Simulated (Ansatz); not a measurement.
# Alloy of InAs and AlAs (24 of 32 In sites exchanged), 64 atoms, part 2 of 2

Ansatz 0.2.0, PAW.

**3. Single point with HSE06**

in.yaml

```yaml
crystal:
  lattice:
    - [11.543218, 0.000000, 0.000000]
    - [0.000000, 11.543218, 0.000000]
    - [0.000000, 0.000000, 11.543218]
  atoms:
    - { symbol: Al, position: [0.000347, 0.995848, 0.998986] }
    - { symbol: Al, position: [0.997477, 0.000323, 0.499298] }
    - { symbol: Al, position: [0.000280, 0.503808, 0.999739] }
    - { symbol: Al, position: [0.998125, 0.497163, 0.499533] }
    - { symbol: Al, position: [0.499337, 0.993076, 0.997166] }
    - { symbol: Al, position: [0.502532, 0.999902, 0.501804] }
    - { symbol: Al, position: [0.500200, 0.505112, 0.996964] }
    - { symbol: Al, position: [0.502064, 0.500457, 0.502374] }
    - { symbol: Al, position: [0.247899, 0.250097, 0.505702] }
    - { symbol: Al, position: [0.249619, 0.750135, 0.995999] }
    - { symbol: Al, position: [0.752197, 0.250187, 0.498545] }
    - { symbol: Al, position: [0.750124, 0.750441, 0.003992] }
    - { symbol: Al, position: [0.749837, 0.750395, 0.496584] }
    - { symbol: Al, position: [0.249788, 0.000563, 0.750243] }
    - { symbol: Al, position: [0.249108, 0.500456, 0.749665] }
    - { symbol: Al, position: [0.751400, 0.996697, 0.251359] }
    - { symbol: Al, position: [0.752728, 0.504984, 0.251981] }
    - { symbol: Al, position: [0.996423, 0.249740, 0.253287] }
    - { symbol: Al, position: [0.004119, 0.249395, 0.746076] }
    - { symbol: Al, position: [0.994535, 0.749687, 0.247579] }
    - { symbol: Al, position: [0.001830, 0.749986, 0.750689] }
    - { symbol: Al, position: [0.496208, 0.249830, 0.745534] }
    - { symbol: Al, position: [0.506003, 0.750133, 0.247626] }
    - { symbol: Al, position: [0.498580, 0.749600, 0.751362] }
    - { symbol: As, position: [0.111899, 0.125903, 0.123889] }
    - { symbol: As, position: [0.125322, 0.121936, 0.624879] }
    - { symbol: As, position: [0.119334, 0.633680, 0.118909] }
    - { symbol: As, position: [0.118254, 0.617449, 0.630169] }
    - { symbol: As, position: [0.624590, 0.109294, 0.124286] }
    - { symbol: As, position: [0.621248, 0.132598, 0.618263] }
    - { symbol: As, position: [0.627688, 0.623716, 0.124545] }
    - { symbol: As, position: [0.619623, 0.633599, 0.619354] }
    - { symbol: As, position: [0.382030, 0.381355, 0.120027] }
    - { symbol: As, position: [0.373143, 0.377608, 0.624820] }
    - { symbol: As, position: [0.379122, 0.866791, 0.119626] }
    - { symbol: As, position: [0.382687, 0.883195, 0.633784] }
    - { symbol: As, position: [0.882359, 0.384895, 0.133448] }
    - { symbol: As, position: [0.879690, 0.367888, 0.620286] }
    - { symbol: As, position: [0.873815, 0.875823, 0.124844] }
    - { symbol: As, position: [0.880381, 0.867387, 0.618624] }
    - { symbol: As, position: [0.374512, 0.125918, 0.388900] }
    - { symbol: As, position: [0.381299, 0.117719, 0.868557] }
    - { symbol: As, position: [0.388639, 0.627835, 0.376271] }
    - { symbol: As, position: [0.372998, 0.625177, 0.872823] }
    - { symbol: As, position: [0.872500, 0.123810, 0.374940] }
    - { symbol: As, position: [0.888742, 0.126154, 0.874363] }
    - { symbol: As, position: [0.876199, 0.625641, 0.376196] }
    - { symbol: As, position: [0.880208, 0.634196, 0.882329] }
    - { symbol: As, position: [0.120355, 0.368124, 0.381014] }
    - { symbol: As, position: [0.117695, 0.382511, 0.867689] }
    - { symbol: As, position: [0.111649, 0.872452, 0.374342] }
    - { symbol: As, position: [0.126795, 0.875699, 0.873372] }
    - { symbol: As, position: [0.636088, 0.384870, 0.383239] }
    - { symbol: As, position: [0.612796, 0.374197, 0.873064] }
    - { symbol: As, position: [0.625832, 0.876086, 0.375073] }
    - { symbol: As, position: [0.621909, 0.866131, 0.879573] }
    - { symbol: In, position: [0.249088, 0.250780, 0.995350] }
    - { symbol: In, position: [0.250768, 0.751761, 0.505156] }
    - { symbol: In, position: [0.752243, 0.251536, 0.003256] }
    - { symbol: In, position: [0.249249, 0.999627, 0.250130] }
    - { symbol: In, position: [0.248090, 0.503961, 0.251763] }
    - { symbol: In, position: [0.750559, 0.999567, 0.748851] }
    - { symbol: In, position: [0.751186, 0.503313, 0.749257] }
    - { symbol: In, position: [0.506361, 0.250840, 0.255003] }
  symmetry: { detect: false }
kpoints:
  mp_grid: { grid: [1, 1, 1], shift: [0.25, 0.25, 0.25] }
hamiltonian:
  xc: hse06
scf:
  occupations: { method: fermi_dirac, width: 0.01 }
output:
  forces: true
  eigenvalues: true
  populations: true
  eigenstates: { kpoints: [[0.25, 0.25, 0.25]], e_range: [-6.0, 6.0], localisation: true }
```

The run is started by

```
> ansatz run in.yaml --threads 4 --pin off --max-ram 42750MiB --runs-dir r --events-out ev --progress --plain --backend cuda --devices 0, --max-vram 37GiB
```

Output:

```text
Pseudopotentials: kind: paw
Functional definition: HSE06
  parameter a = 0.25
  parameter omega = 0.11/bohr
  exchange = pbe_x - a*pbe_x_sr(omega) + a*exact_x_sr(omega)
  correlation = pbe_c
Crystal: 64 atoms, lattice volume = 1538.086 Å³
Basis set: ecut = 420 eV, 30095 PW (Γ), exchange–correlation on 160×160×160 points (8 copies of the dense FFT grid, shifted against one another)
Bands: 394, of which v1, the nominal top of the filled ones, is band 328 counted from 1 (327 counted from 0)
Symmetry: 1 space group operations
k-points: 1
Non-local potential: Al, projectors of the file, l = 0: 2, l = 1: 2, l = 2: 1
Non-local potential: As, projectors of the file, l = 0: 2, l = 1: 2, l = 2: 3, l = 3: 1
Non-local potential: In, projectors of the file, l = 0: 2, l = 1: 2, l = 2: 2, l = 3: 2
PAW form: soft (Blöchl's): semilocal exchange-correlation on the pseudo side does not see the compensation charge
PAW frozen core: Al, regenerated for the run's functional, and the local potential with it (the file was generated under x = pbe(κ = 0.804, μ = 0.2195149727645171), c = pbe(β = 0.06672455060314922))
PAW frozen core: As, regenerated for the run's functional, and the local potential with it (the file was generated under x = pbe(κ = 0.804, μ = 0.2195149727645171), c = pbe(β = 0.06672455060314922))
PAW frozen core: In, regenerated for the run's functional, and the local potential with it (the file was generated under x = pbe(κ = 0.804, μ = 0.2195149727645171), c = pbe(β = 0.06672455060314922))
PAW one-centre angular grid: Al, 110 points (default); XC on 64 Gauss nodes
PAW one-centre angular grid: As, 590 points (default); XC on 64 Gauss nodes
PAW one-centre angular grid: In, 590 points (default); XC on 64 Gauss nodes
Initial density: superposition of atomic densities (neutral atoms: chi_scale 0, normalization atom), corrected by the library's trained network
Initial wavefunctions: pseudopotential atomic-orbital guess
Functional: x = pbe(κ = 0.804, μ = 0.2195149727645171), c = pbe(β = 0.06672455060314922), warm-up for x = pbe(κ = 0.804, μ = 0.2195149727645171) + 0.25 (exact − pbe) at short range (hse, ω = 0.20786987370883472 Å⁻¹), c = pbe(β = 0.06672455060314922); HSE06 as pw.x's `hse` composes it (authors' and Libxc's form: `xc: wpbeh`)
SCF iter   1: F=—  HF=-213105.466210 eV  |F-HF|=—  |Δ(HF+E_count)|=         —  Δρ=2.37e-3  dr2=1.52e-1  ethr=1.77e-3  ⟨swp⟩=15.0  Hψ=1736  notcnv=0
preconditioner: auto → none  [insulator: Δε(μ)=1.916 eV  Ē_g=10.529 eV  σ=0.010 eV  W_gap=1.00  n_scr=340 (ndim 8)  ℏωp=17.4 eV  f_vac=0.021  D(μ)=0.00/eV (n_scr^D=0)]
SCF iter   2: F=—  HF=-213105.443720 eV  |F-HF|=—  |Δ(HF+E_count)|=   2.25e-2  Δρ=9.98e-4  dr2=3.54e-2  ethr=2.32e-5  ⟨swp⟩=10.0  Hψ=1257  notcnv=0  defer=26
SCF iter   3: F=—  HF=-213105.443200 eV  |F-HF|=—  |Δ(HF+E_count)|=   5.20e-4  Δρ=5.74e-4  dr2=1.78e-2  ethr=5.40e-6  ⟨swp⟩=12.0  Hψ=1317  notcnv=0  defer=15
iter 4 solved again at ethr=2.30e-7 eV; its pass at ethr=2.71e-6 eV (dr2=1.51e-3 eV) is discarded
SCF iter   4: F=—  HF=-213105.440801 eV  |F-HF|=—  |Δ(HF+E_count)|=   2.40e-3  Δρ=2.61e-4  dr2=1.73e-3  ethr=2.30e-7  ⟨swp⟩=7.0  Hψ=2126  notcnv=0  defer=12
eigensolver tolerance schedule calibrated: the retry pair's looser diagonalisation under-reported the residual by θ = 0.13 (0.12/decade); ethr = c·dr2/N_el runs at the constant in force after the calibration composes with the one it found (an armed cap, an earlier calibration), c = 7.3e-2
SCF iter   5: F=—  HF=-213105.441010 eV  |F-HF|=—  |Δ(HF+E_count)|=   2.09e-4  Δρ=1.14e-4  dr2=1.15e-3  ethr=1.91e-7  ⟨swp⟩=9.0  Hψ=1075  notcnv=0  defer=12
SCF iter   6: F=-213105.440875 eV  HF=-213105.440866 eV  |F-HF|=9.08e-6  |Δ(HF+E_count)|=   1.44e-4  Δρ=5.04e-5  dr2=3.18e-5  ethr=1.27e-7  ⟨swp⟩=6.0  Hψ=870  notcnv=0  defer=8
SCF 1 stopped early in 6 iterations: F = -213105.440875 eV  dr2 = 3.18e-5
Initial density: handed on by an earlier stage of this run
Initial wavefunctions: those handed on with the density
Functional: x = pbe(κ = 0.804, μ = 0.2195149727645171) + 0.25 (exact − pbe) at short range (hse, ω = 0.20786987370883472 Å⁻¹), c = pbe(β = 0.06672455060314922); HSE06 as pw.x's `hse` composes it (authors' and Libxc's form: `xc: wpbeh`)
Exchange kernel: α = 0.2500, screened, ω = 0.2079 Å⁻¹, Wigner–Seitz truncation, v(0) = 966.2826 eV·Å³, q-mesh 1×1×1, nearest image of the exchange supercell L = 11.54 Å, pair-density grid 54×54×54, without the augmentation charges, whose exchange is taken in its separable form (sized by the pseudopotential files, 80×80×80 at the most)
Frozen-core exchange: fock
SCF iter   1: F=—  HF=-213188.820829 eV  |F-HF|=—  |Δ(HF+E_count)|=         —  Δρ=4.80e-3  dr2=2.17e-1  ethr=4.84e-8  ⟨swp⟩=18.0  Hψ=2654  notcnv=0
preconditioner: auto → none  [insulator: Δε(μ)=2.595 eV  Ē_g=12.047 eV  σ=0.010 eV  W_gap=1.00  n_scr=340 (ndim 8)  ℏωp=17.4 eV  f_vac=0.017  D(μ)=0.00/eV (n_scr^D=0)]
SCF iter   2: F=—  HF=-213188.571980 eV  |F-HF|=—  |Δ(HF+E_count)|=   2.49e-1  Δρ=2.08e-3  dr2=4.83e-2  ethr=4.84e-8  ⟨swp⟩=5.0  Hψ=1923  notcnv=0
SCF iter   3: F=—  HF=-213188.565893 eV  |F-HF|=—  |Δ(HF+E_count)|=   6.09e-3  Δρ=8.96e-4  dr2=1.91e-2  ethr=4.84e-8  ⟨swp⟩=5.0  Hψ=1510  notcnv=0
SCF iter   4: F=—  HF=-213188.736981 eV  |F-HF|=—  |Δ(HF+E_count)|=   1.71e-1  Δρ=6.63e-4  dr2=6.38e-3  ethr=4.84e-8  ⟨swp⟩=6.0  Hψ=1781  notcnv=0
SCF iter   5: F=—  HF=-213188.736082 eV  |F-HF|=—  |Δ(HF+E_count)|=   8.99e-4  Δρ=1.87e-4  dr2=5.88e-3  ethr=4.84e-8  ⟨swp⟩=5.0  Hψ=1637  notcnv=0
SCF iter   6: F=—  HF=-213188.734820 eV  |F-HF|=—  |Δ(HF+E_count)|=   1.26e-3  Δρ=5.55e-5  dr2=4.56e-4  ethr=4.84e-8  ⟨swp⟩=5.0  Hψ=1259  notcnv=0
SCF iter   7: F=—  HF=-213188.737637 eV  |F-HF|=—  |Δ(HF+E_count)|=   2.82e-3  Δρ=9.81e-5  dr2=2.01e-4  ethr=1.62e-8  ⟨swp⟩=6.0  Hψ=1440  notcnv=0
SCF iter   8: F=-213188.737583 eV  HF=-213188.737587 eV  |F-HF|=4.70e-6  |Δ(HF+E_count)|=   4.91e-5  Δρ=1.74e-5  dr2=1.43e-5  ethr=1.62e-8  ⟨swp⟩=3.0  Hψ=802  notcnv=0
SCF 2 stopped early in 8 iterations: F = -213188.737583 eV  dr2 = 1.43e-5
  Residual-converged pass: ⟨swp⟩=4.0  Hψ=1146  notcnv=0  max |occ|·‖R‖ = 5.5e-6 eV (tolerance 6.7e-6 eV)  dr2=1.27e-5  dr2_onsite=5.58e-7  max |Δocc| = 0.0e0
[... from here the SCF cycle lines were not kept, up to the last twenty ...]
hybrid outer 1: dexx = +1.957e-1 eV, tail = 7.96e-4 eV
SCF iter   1: F=—  HF=-213188.742397 eV  |F-HF|=—  |Δ(HF+E_count)|=         —  Δρ=4.13e-5  dr2=1.71e-5  ethr=6.06e-7  ⟨swp⟩=11.0  Hψ=972  notcnv=0
preconditioner: auto → none  [insulator: Δε(μ)=2.602 eV  Ē_g=12.033 eV  σ=0.010 eV  W_gap=1.00  n_scr=340 (ndim 8)  ℏωp=17.4 eV  f_vac=0.019  D(μ)=0.00/eV (n_scr^D=0)]
SCF iter   2: F=—  HF=-213188.742419 eV  |F-HF|=—  |Δ(HF+E_count)|=   2.14e-5  Δρ=1.37e-5  dr2=5.92e-6  ethr=1.75e-9  ⟨swp⟩=4.0  Hψ=1448  notcnv=0
SCF iter   3: F=—  HF=-213188.742417 eV  |F-HF|=—  |Δ(HF+E_count)|=   1.93e-6  Δρ=8.43e-6  dr2=2.46e-6  ethr=5.16e-10  ⟨swp⟩=4.0  Hψ=913  notcnv=0
SCF iter   4: F=—  HF=-213188.742428 eV  |F-HF|=—  |Δ(HF+E_count)|=   1.10e-5  Δρ=7.21e-6  dr2=1.21e-6  ethr=1.18e-10  ⟨swp⟩=7.0  Hψ=1543  notcnv=0  defer=6
SCF iter   5: F=—  HF=-213188.742428 eV  |F-HF|=—  |Δ(HF+E_count)|=   1.96e-7  Δρ=1.64e-6  dr2=4.09e-7  ethr=1.18e-10  ⟨swp⟩=6.0  Hψ=844  notcnv=0
SCF iter   6: F=—  HF=-213188.742428 eV  |F-HF|=—  |Δ(HF+E_count)|=   1.04e-7  Δρ=7.05e-7  dr2=3.17e-8  ethr=3.77e-11  ⟨swp⟩=5.0  Hψ=785  notcnv=0
SCF iter   7: F=-213188.742428 eV  HF=-213188.742428 eV  |F-HF|=1.75e-8  |Δ(HF+E_count)|=   2.34e-7  Δρ=6.36e-7  dr2=1.24e-8  ethr=2.78e-12 (applied; sched 1.00e-12)  ⟨swp⟩=17.0  Hψ=1091  notcnv=0
SCF 3 converged in 7 iterations: F = -213188.742428 eV  dr2 = 1.24e-8
  Residual-converged pass: ⟨swp⟩=3.0  Hψ=812  notcnv=0  max |occ|·‖R‖ = 2.4e-6 eV (tolerance 2.5e-6 eV)  dr2=1.27e-8  dr2_onsite=1.64e-8  max |Δocc| = 0.0e0
hybrid outer 2: dexx = +1.367e-5 eV, tail = 2.75e-7 eV, Δε = 2.24e-3 eV (about 6.83e-5 eV left of the loop's levels), ΔF = 3.25e-3 eV/Å (tail 4.78e-4)
NSCF: frozen V_eff on 1 k-points
hybrid SCF converged: 2 outer / 15 inner (+6 warm-up), last move |dexx| = 1.37e-5 eV, tail = 2.75e-7 eV
Stability not checked: this state was not tested for a lower state beside it, because the functional holds exact exchange (a hybrid, or Hartree-Fock), whose exchange loop this test does not read (fock_operator; see scf.lower_state_search)
Free energy (F): -213188.742428 eV
Harris-Foulkes:  -213188.742428 eV  (|F-HF|=1.75e-8)
Internal energy: -213188.742428 eV  (E = F + TS)
E sigma→0 (E₀):  -213188.742428 eV
Fermi energy:    7.479095 eV
--- Per-component energies (eV) ---
  E_band       = -10569.360405
  E_kinetic    = 5789.882656
  E_local      = -78878.784671  (includes V_loc(G=0)·N_el)
  E_nonlocal   = -18293.190927
  E_hartree    = 40806.946167
  E_xc         = -4195.115491
  E_vxc        = -3244.214061  (∫ρ·V_xc dr)
  E_exx        = -2306.766172  (= α·E_x^exact, valence–valence)
  E_paw        = -101953.269167  (= ΣΔE_a)
  E_vpaw       = 7056.576919  (= ΣTr[D̂ρ^β])
  E_aug_tail   = 0.000429  (compensation charges beyond the density's cutoff)
  E_ewald      = -54137.130927
  E_core_change = -21.314327  (= ΣΔE_core)
  E_smearing   = -0.000000  (= −TS)
  E_closure    = 0.000002  (closes the sum)
  Σ components = -213188.742428   (vs F -213188.742428, Δ=2.91e-11)
--- Forces (eV/Å), atoms counted from 1 ---
  atom   1  Al    -0.00461775     0.02370014     0.00220082
  atom   2  Al     0.00283936    -0.02318179    -0.00812418
  atom   3  Al     0.00287486     0.02301006    -0.00040638
  atom   4  Al    -0.00128023    -0.01312186     0.01457877
  atom   5  Al     0.01115289    -0.01844595     0.00139851
  atom   6  Al    -0.00844469     0.02285203     0.00912698
  atom   7  Al    -0.00868223    -0.02496644     0.00292377
  atom   8  Al     0.00849986     0.02996483    -0.00792460
  atom   9  Al     0.00373204    -0.00669010    -0.00626905
  atom  10  Al     0.00263271    -0.00384160     0.00307502
  atom  11  Al     0.00484800     0.00667261     0.00708395
  atom  12  Al     0.00210027     0.00337869    -0.00495964
  atom  13  Al     0.00482589    -0.00269805     0.00504038
  atom  14  Al     0.02049271    -0.00202943    -0.00183808
  atom  15  Al    -0.01708836     0.00263842    -0.00086647
  atom  16  Al    -0.00941325     0.00104651    -0.01159730
  atom  17  Al     0.01221226     0.00390718     0.01330860
  atom  18  Al     0.00593766    -0.00362025     0.00071779
  atom  19  Al    -0.01001908     0.00558449     0.00237397
  atom  20  Al     0.00266765     0.01265492     0.00622413
  atom  21  Al    -0.00173805    -0.00568577    -0.00253537
  atom  22  Al     0.00407862     0.00145490     0.00499278
  atom  23  Al    -0.00541271    -0.00728485     0.00673477
  atom  24  Al     0.00646533     0.00800813     0.00230938
  atom  25  As    -0.01141464     0.00529092     0.01982530
  atom  26  As     0.00607083     0.00981015     0.00689051
  atom  27  As    -0.00258036     0.01007585    -0.00872525
  atom  28  As     0.00435053    -0.00275479     0.01934286
  atom  29  As     0.01781557    -0.01128373     0.01967683
  atom  30  As    -0.00040299     0.01430029    -0.01045359
  atom  31  As     0.01100246     0.00933207    -0.00061787
  atom  32  As    -0.00872525     0.01065238     0.00160744
  atom  33  As     0.00935832     0.01917100    -0.01949844
  atom  34  As    -0.00776169    -0.00840468     0.00255020
  atom  35  As     0.01846589    -0.00243172    -0.01516095
  atom  36  As    -0.01241026    -0.00917896    -0.00361726
  atom  37  As    -0.01298558    -0.00272044     0.00079759
  atom  38  As     0.01934493    -0.01554355    -0.01190939
  atom  39  As    -0.01145619    -0.01174496     0.00237179
  atom  40  As     0.00985144     0.00236936    -0.00231664
  atom  41  As    -0.01021722    -0.00801116     0.02004595
  atom  42  As    -0.00055549    -0.00099555    -0.00704896
  atom  43  As     0.01890436    -0.01250902    -0.00671531
  atom  44  As    -0.00293481     0.00550972    -0.00451280
  atom  45  As    -0.00999934     0.00998314    -0.00207887
  atom  46  As     0.01959128    -0.01343528    -0.01351051
  atom  47  As    -0.01472826     0.00121126    -0.01876258
  atom  48  As    -0.00815802    -0.00742211     0.00107319
  atom  49  As    -0.00517147    -0.01008611     0.01862541
  atom  50  As     0.00370398     0.01236170    -0.01069033
  atom  51  As    -0.01496783     0.01715949     0.01019643
  atom  52  As     0.00481552    -0.00100023    -0.00220600
  atom  53  As    -0.00050979    -0.01289088    -0.00701982
  atom  54  As    -0.01459097     0.01978606     0.01112196
  atom  55  As     0.00795005    -0.00311843    -0.01031303
  atom  56  As    -0.00816911    -0.01086158     0.02240133
  atom  57  In    -0.00065914    -0.00230397    -0.00561985
  atom  58  In    -0.00398323    -0.00077013    -0.00545116
  atom  59  In    -0.00553193    -0.00513781    -0.00665965
  atom  60  In    -0.01324132    -0.00929605     0.00090179
  atom  61  In     0.00787027    -0.00581328    -0.00900399
  atom  62  In     0.00132888    -0.00803528    -0.00462244
  atom  63  In    -0.00431117    -0.00534141    -0.00275093
  atom  64  In    -0.00382046     0.00049715    -0.00587058
  max |Σ_I F_I| component: 2.74e-4 eV/Å
--- Band table (eV) ---
  k-point 0: bands = [... 316 lower levels ..., "5.2797", "5.3503", "5.3757", "5.4407", "5.4859", "5.5859", "5.6173", "5.6769", "5.7281", "5.8280", "6.1231", "6.1782", "8.7801", "8.8241", "8.8403", "8.9619", "9.3430", "9.3653", "9.3927", "9.4351", "9.5879", "9.6468", "9.6776", "9.7353", ... 54 higher levels ...]
--- Löwdin populations: 64 sites ---
  site symbol       q [e]
     0     Al      2.5727
     1     Al      2.5720
     2     Al      2.5723
     3     Al      2.5719
     4     Al      2.5744
     5     Al      2.5732
     6     Al      2.5752
     7     Al      2.5723
     8     Al      2.5789
     9     Al      2.5773
    10     Al      2.5814
    11     Al      2.5829
    12     Al      2.5759
    13     Al      2.5784
    14     Al      2.5797
    15     Al      2.5812
    16     Al      2.5796
    17     Al      2.5745
    18     Al      2.5787
    19     Al      2.5763
    20     Al      2.5746
    21     Al      2.5737
    22     Al      2.5742
    23     Al      2.5786
    24     As     15.3333
    25     As     15.3679
    26     As     15.3495
    27     As     15.3504
    28     As     15.3349
    29     As     15.3494
    30     As     15.3678
    31     As     15.3503
    32     As     15.3171
    33     As     15.3660
    34     As     15.3483
    35     As     15.3500
    36     As     15.3470
    37     As     15.3523
    38     As     15.3690
    39     As     15.3499
    40     As     15.3313
    41     As     15.3514
    42     As     15.3312
    43     As     15.3682
    44     As     15.3684
    45     As     15.3317
    46     As     15.3668
    47     As     15.3473
    48     As     15.3482
    49     As     15.3544
    50     As     15.3367
    51     As     15.3654
    52     As     15.3506
    53     As     15.3328
    54     As     15.3652
    55     As     15.3515
    56     In     12.6669
    57     In     12.6658
    58     In     12.6614
    59     In     12.6678
    60     In     12.6670
    61     In     12.6657
    62     In     12.6656
    63     In     12.6631
  spilling = 0.002504 (of n_electrons = 656.000000)
```

Run time: 56 s. Hardware: 1 × NVIDIA H100 80GB HBM3 with 4 threads of AMD EPYC 7R13, shared host; peak host memory 4.3 GiB.

Top filled level 6.178 eV, lowest empty level 8.780 eV: 2.60 eV apart at the single k point (¼, ¼, ¼).

Frontier states and how far they spread:

| level (eV) | spin | filling | atoms sharing it | main element | its share | largest atom |
| --- | --- | --- | --- | --- | --- | --- |
| -0.45 | both | 2.00 | 41.6 | As | 0.72 | – |
| -0.35 | both | 2.00 | 44.1 | As | 0.72 | – |
| -0.06 | both | 2.00 | 47.4 | As | 0.74 | – |
| 0.00 | both | 2.00 | 38.8 | As | 0.74 | – |
| 2.60 | both | 0.00 | 58.8 | Al | 0.47 | – |
| 2.65 | both | 0.00 | 58.0 | Al | 0.50 | – |
| 2.66 | both | 0.00 | 58.3 | Al | 0.49 | – |
| 2.78 | both | 0.00 | 60.4 | As | 0.43 | – |

Forces by HSE06 reach 0.03 eV/Å at most on these atoms (on Al8).

**4. Summary of results**

What follows sums up all 2 parts. Changes of volume or cell count from the first structure of part 1.

```
             level        time  top filled to lowest empty (eV)
PBEsol, relaxation  13 s (GPU)                             1.83
             HSE06  56 s (GPU)                             2.60
```

| quantity | value |
| --- | --- |
| relaxation | 7 recorded steps, 2.45 eV gained |
| largest shift | 0.20 Å (As29) |
| relaxed cell | a = 11.543 Å, b = 11.543 Å, c = 11.543 Å, α = 90.00°, β = 90.00°, γ = 90.00° |
| mean bonds | Al–As 2.465, As–In 2.609 Å |

**What this shows.** Relaxation gains 2.45 eV, with shifts up to 0.20 Å (As29), while the volume changes by -0.3 %. The mean lengths of the listed bonds run from Al–As 2.47 Å to As–In 2.61 Å. At the same k points, PBEsol gives a spacing 0.77 eV smaller than the 2.60 eV of HSE06. Spin–orbit coupling is left out, which matters for the band edges of the heavier elements here. With one k point the spacing samples only the states that fold onto it, so it can exceed the gap over the zone.
